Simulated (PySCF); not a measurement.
**[TlF2]+: forces at shaken geometries**

Aim: move all atoms of relaxed [TlF2]+ at random and read energies and forces. It is a constructed species; whether it can be made isn't addressed.

Computed with PySCF 2.14.0. Level: BP86, Tl def2-SVP with ECP60, F def2-SVP; scalar-relativistic core potentials, no spin–orbit coupling.

2 further runs of the same task are left out: 2 for a known fault of the program.

### Step 1. Starting geometry

3 atoms, charge 1, spin multiplicity 1.

Bond lengths: Tl1–F2 1.951 Å, Tl1–F3 1.951 Å. Angles: F2–Tl1–F3 180.0°.

Geometry (Å):

```xyz
3
F2Tl
Tl    0.00000    0.00000    0.39617
F     1.95070    0.00000    0.39619
F    -1.95070    0.00000    0.39619
```

Formal oxidation states: Tl +3. An earlier session relaxed this geometry at BP86, Tl def2-SVP with ECP60, F def2-SVP (singlet, point group D∞h).

Its energy there is -371.823853 Eh.

### Step 2. Atoms moved at random, σ = 0.15 Å

Contents of run.py (the lines that set the calculation):

```python
mol = gto.M(atom='''
Tl     0.04927     0.11358     0.32474
F      2.04718    -0.03581     0.40820
F     -2.09645    -0.07777     0.45561''',
    basis={'Tl': 'def2-SVP', 'F': 'def2-SVP'},
    ecp={'Tl': 'def2-SVP'},
    charge=1, spin=0)
mf = dft.RKS(mol, xc='B88,P86')
mf.grids.atom_grid = (50, 194)
mf = mf.density_fit()  # fitting sets: Tl def2-universal-JKFIT, F def2-universal-JKFIT
mf.conv_tol = 1e-08; mf.max_cycle = 55
mf.kernel(dm0)  # dm0: the density of the relaxed state
```

The run is started by

```console
> OMP_NUM_THREADS=2 python run.py
```

The program printed:

```text
init E= -371.6911079144
  HOMO = -0.607720400574567  LUMO = -0.532496126287207  gap/eV = 2.04696
cycle= 1 E= -371.803560207775  delta_E= -0.112  |g|= 0.15  |ddm|= 0.486
  HOMO = -0.556823024222851  LUMO = -0.497710066510319  gap/eV = 1.60855
cycle= 2 E= -371.758087940717  delta_E= 0.0455  |g|= 0.477  |ddm|= 0.636
  HOMO = -0.577606759454034  LUMO = -0.496342773962091  gap/eV = 2.21131
cycle= 3 E= -371.803677579017  delta_E= -0.0456  |g|= 0.157  |ddm|= 0.486
  HOMO = -0.561331162372422  LUMO = -0.494607353259255  gap/eV = 1.81565
cycle= 4 E= -371.807488299328  delta_E= -0.00381  |g|= 0.0886  |ddm|= 0.237
  HOMO = -0.570953477256604  LUMO = -0.499113769566627  gap/eV = 1.95486
cycle= 5 E= -371.809180773758  delta_E= -0.00169  |g|= 0.00384  |ddm|= 0.0786
  HOMO = -0.570830862596578  LUMO = -0.498873406121895  gap/eV = 1.95806
cycle= 6 E= -371.809183298102  delta_E= -2.52e-06  |g|= 0.0016  |ddm|= 0.00488
  HOMO = -0.570803029680359  LUMO = -0.498971170579789  gap/eV = 1.95464
cycle= 7 E= -371.809183917904  delta_E= -6.2e-07  |g|= 0.000152  |ddm|= 0.00181
  HOMO = -0.570809993151408  LUMO = -0.498964821997042  gap/eV = 1.95501
cycle= 8 E= -371.809183924361  delta_E= -6.46e-09  |g|= 4.46e-05  |ddm|= 0.000257
  HOMO = -0.570791231990772  LUMO = -0.498962308977106  gap/eV = 1.95456
Extra cycle  E= -371.80918390793  delta_E= 1.64e-08  |g|= 0.000275  |ddm|= 0.000269
converged SCF energy = -371.80918390793
```

Run time: 0.8 s. Hardware: 2 threads of Arm Neoverse V2, shared host.

Result: E = -371.809184 Eh (+0.399 eV from the relaxed state), HOMO -15.53 eV, LUMO -13.58 eV, Mulliken charge on Tl1 +1.29 e, largest force component 2.786 eV/Å. 

```
atom      Fx      Fy  Fz (eV/Å)
 Tl1  -2.101  -0.519      0.325
  F2  -0.685   0.167     -0.104
  F3   2.786   0.352     -0.221
```

### Step 3. Atoms moved at random, σ = 0.03 Å

Changes to run.py (the lines that set the calculation) since step 2:

```diff
@@ -1,5 +1,5 @@
 mol = gto.M(atom='''
-Tl     0.04927     0.11358     0.32474
-F      2.04718    -0.03581     0.40820
-F     -2.09645    -0.07777     0.45561''',
+Tl     0.01938    -0.00204     0.44333
+F      1.95375    -0.05042     0.37018
+F     -1.97313     0.05246     0.37504''',
     basis={'Tl': 'def2-SVP', 'F': 'def2-SVP'},
```

The run is started by

```console
> OMP_NUM_THREADS=2 python run.py
```

The program printed:

```text
init E= -371.808272876048
  HOMO = -0.592819426176128  LUMO = -0.47602460524686  gap/eV = 3.17815
cycle= 1 E= -371.822487183501  delta_E= -0.0142  |g|= 0.0293  |ddm|= 0.157
  HOMO = -0.584281624683467  LUMO = -0.471843107683753  gap/eV = 3.05961
cycle= 2 E= -371.820645321598  delta_E= 0.00184  |g|= 0.0978  |ddm|= 0.114
  HOMO = -0.588347283519215  LUMO = -0.47160268082439  gap/eV = 3.17678
cycle= 3 E= -371.822652921263  delta_E= -0.00201  |g|= 0.0175  |ddm|= 0.0878
  HOMO = -0.586669251726526  LUMO = -0.47143960202855  gap/eV = 3.13556
cycle= 4 E= -371.822676885482  delta_E= -2.4e-05  |g|= 0.0136  |ddm|= 0.0297
  HOMO = -0.587945892070638  LUMO = -0.471963315881293  gap/eV = 3.15605
cycle= 5 E= -371.822714431724  delta_E= -3.75e-05  |g|= 0.000459  |ddm|= 0.0132
  HOMO = -0.587923553227872  LUMO = -0.471904468222423  gap/eV = 3.15704
cycle= 6 E= -371.822714474464  delta_E= -4.27e-08  |g|= 0.00018  |ddm|= 0.000784
  HOMO = -0.58792630433184  LUMO = -0.471918439868173  gap/eV = 3.15673
cycle= 7 E= -371.822714482415  delta_E= -7.95e-09  |g|= 1.51e-05  |ddm|= 0.000195
  HOMO = -0.587926975707626  LUMO = -0.471919268299867  gap/eV = 3.15673
Extra cycle  E= -371.822714481894  delta_E= 5.21e-10  |g|= 5.24e-05  |ddm|= 6.48e-05
converged SCF energy = -371.822714481894
```

Run time: 0.8 s. Hardware: 2 threads of Arm Neoverse V2, shared host.

Result: E = -371.822714 Eh (+0.031 eV from the relaxed state), HOMO -16.00 eV, LUMO -12.84 eV, Mulliken charge on Tl1 +1.33 e, largest force component 1.428 eV/Å. 

```
atom      Fx      Fy  Fz (eV/Å)
 Tl1  -1.428   0.032     -0.174
  F2   0.472  -0.006      0.070
  F3   0.955  -0.026      0.104
```

### Step 4. Atoms moved at random, σ = 0.06 Å

Changes to run.py (the lines that set the calculation) since step 3:

```diff
@@ -1,5 +1,5 @@
 mol = gto.M(atom='''
-Tl     0.01938    -0.00204     0.44333
-F      1.95375    -0.05042     0.37018
-F     -1.97313     0.05246     0.37504''',
+Tl     0.04205     0.00685     0.34986
+F      1.90703     0.03760     0.46653
+F     -1.94908    -0.04445     0.37216''',
     basis={'Tl': 'def2-SVP', 'F': 'def2-SVP'},
```

The run is started by

```console
> OMP_NUM_THREADS=2 python run.py
```

The program printed:

```text
init E= -371.838712104855
  HOMO = -0.590055502398908  LUMO = -0.460218524187049  gap/eV = 3.53304
cycle= 1 E= -371.818523189414  delta_E= 0.0202  |g|= 0.0497  |ddm|= 0.199
  HOMO = -0.572763506761001  LUMO = -0.459986448743795  gap/eV = 3.06882
cycle= 2 E= -371.813165097191  delta_E= 0.00536  |g|= 0.167  |ddm|= 0.197
  HOMO = -0.587054263313756  LUMO = -0.462066770462968  gap/eV = 3.40108
cycle= 3 E= -371.819019277526  delta_E= -0.00585  |g|= 0.0258  |ddm|= 0.152
  HOMO = -0.587570941908362  LUMO = -0.462513482379602  gap/eV = 3.40299
cycle= 4 E= -371.819060813366  delta_E= -4.15e-05  |g|= 0.0194  |ddm|= 0.037
  HOMO = -0.587002660508037  LUMO = -0.461928941672113  gap/eV = 3.40343
cycle= 5 E= -371.819135457398  delta_E= -7.46e-05  |g|= 0.000571  |ddm|= 0.0182
  HOMO = -0.587075484147063  LUMO = -0.462005115410271  gap/eV = 3.40334
cycle= 6 E= -371.819135517321  delta_E= -5.99e-08  |g|= 0.000187  |ddm|= 0.000872
  HOMO = -0.587055662918741  LUMO = -0.461984429696141  gap/eV = 3.40336
cycle= 7 E= -371.819135526328  delta_E= -9.01e-09  |g|= 1.69e-05  |ddm|= 0.000262
  HOMO = -0.587060234071558  LUMO = -0.461987490861592  gap/eV = 3.40340
Extra cycle  E= -371.819135526179  delta_E= 1.49e-10  |g|= 3.31e-05  |ddm|= 3.79e-05
converged SCF energy = -371.819135526179
```

Wall time 0.8 s (2 threads of Arm Neoverse V2, shared host).

Read off: E = -371.819136 Eh (+0.128 eV from the relaxed state), HOMO -15.97 eV, LUMO -12.57 eV, Mulliken charge on Tl1 +1.35 e, largest force component 3.625 eV/Å. 

```
atom      Fx      Fy  Fz (eV/Å)
 Tl1  -3.625  -0.074      0.052
  F2   2.576   0.038      0.043
  F3   1.049   0.036     -0.095
```

### Step 5. Results

| σ (Å) | energy rise (eV) | harmonic estimate −½ F·u (eV) | largest force component (eV/Å) |
| --- | --- | --- | --- |
| 0.15 | 0.399 | 0.353 | 2.79 |
| 0.03 | 0.031 | 0.031 | 1.43 |
| 0.06 | 0.128 | 0.130 | 3.63 |

Every displacement raises the energy. For a harmonic well the rise equals −½ F·u; the two differ by at most 12 % here (a move with σ = 0.15 Å), from anharmonicity, the grid and the small forces left at the relaxed point. The bases are small and lack diffuse functions. Spin–orbit coupling is left out.
